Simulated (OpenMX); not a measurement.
Crystal: HfGe.

```
CELL_PARAMETERS angstrom
3.50084 0.00000 0.00000
0.00000 3.50084 0.00000
0.00000 0.00000 3.50084
ATOMIC_POSITIONS crystal
Hf 0.00000 0.00000 0.00000
Ge 0.50000 0.50000 0.50000
```

The cell was built by a generator and needn't be a form met in nature.

Base run:

```yaml
Program: OpenMX 3.8.5
Functional: PBE
Potentials_or_basis: OpenMX 2013 PBE set, Hf7.0-s3p2d2f1, Ge7.0-s3p2d2, grid cutoff 400 Ry
k_mesh: 7 × 7 × 7
Occupations: fermi-dirac, width 0.05 eV
Spin: no spin polarisation
```

Its results: pressure -11.3 GPa.

**Question.** The run is repeated on the same cell with these changes: functional from PBE to LDA; potentials or basis from OpenMX 2013 PBE set, Hf7.0-s3p2d2f1, Ge7.0-s3p2d2, grid cutoff 400 Ry to OpenMX 2013 LDA set, Hf7.0-s3p2d2f1, Ge7.0-s3p2d2, grid cutoff 400 Ry. What comes out?

**Answer.** Pressure -17.5 GPa.

Caveats: the basis of atomic orbitals isn't converged, which shifts pressures, moduli and gaps.

Not every run made on this cell is shown here.
